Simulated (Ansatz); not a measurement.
# Pb2Se: the cost of one run

Program: Ansatz 0.2.0. Level of theory: DFT PBE, scalar-relativistic, plane waves, PAW. These are calculated values, not measurements.

The COD entry's cell or inner coordinates are ideal or old and differ from later refinements, so a difference from it is no clean test against experiment.

1 further run of the same task is left out (it didn't finish).

## (1) The structure to begin with

The structure is tetragonal, space group P4_2/nmc (No. 137). Conventional cell: a = 4.046 Å, b = 4.046 Å, c = 11.667 Å, α = 90.00°, β = 90.00°, γ = 90.00°. Pb (site symmetry 2mm) has 2 Se at 2.49 Å as nearest neighbours. Se (site symmetry -4m2) is surrounded by 4 Pb at 2.49 Å.

Coordinates:

```xyz
6
Lattice="4.0458 0.0000 0.0000 0.0000 4.0458 0.0000 0.0000 0.0000 11.6673" Properties=species:S:1:pos:R:3 pbc="T T T"
Pb    0.0000    2.0229    1.4584
Pb    0.0000    2.0229    7.2921
Pb    2.0229    0.0000    4.3752
Pb    2.0229    0.0000   10.2089
Se    0.0000    0.0000    0.0000
Se    2.0229    2.0229    5.8337
```

This is candidate A: anti-ZnCl2 type (P4_2/nmc, No. 137).

(A quick probe on a coarse mesh, which set the mesh and smearing, is not shown.)

## (3) Rough relaxation on the coarse mesh (candidate A)

input.yaml

```yaml
crystal:
  lattice:
    - [4.0458325733, 0.0, 0.0]
    - [0.0, 4.0458325733, 0.0]
    - [0.0, 0.0, 11.6673063669]
  atoms:
    - { symbol: Pb, position: [0.0, 0.5, 0.125] }
    - { symbol: Pb, position: [0.0, 0.5, 0.625] }
    - { symbol: Pb, position: [0.5, 0.0, 0.375] }
    - { symbol: Pb, position: [0.5, 0.0, 0.875] }
    - { symbol: Se, position: [0.0, 0.0, 0.0] }
    - { symbol: Se, position: [0.5, 0.5, 0.5] }
basis:
  ecutwfc: 420
kpoints:
  mp_grid: { grid: [4, 4, 2] }
hamiltonian:
  xc: pbe
scf:
  occupations: { method: gaussian, width: 0.1 }
  lower_state_search: "off"
output:
  forces: true
  stress: true
  eigenvalues: true
relax:
  adjacent_minimum: "off"
  f_tol: 0.04
  max_steps: 70
  cell: { stress_tol: 0.4 }
```

Run with:

```console
> ansatz run input.yaml --threads 1 --pin off --max-ram 2560MiB --backend cpu --events-out ev --progress --plain --runs-dir out
```

What time and memory should one allow on 1 thread of Arm Neoverse V1, shared host?

About 60 s, with a peak of 0.47 GiB.
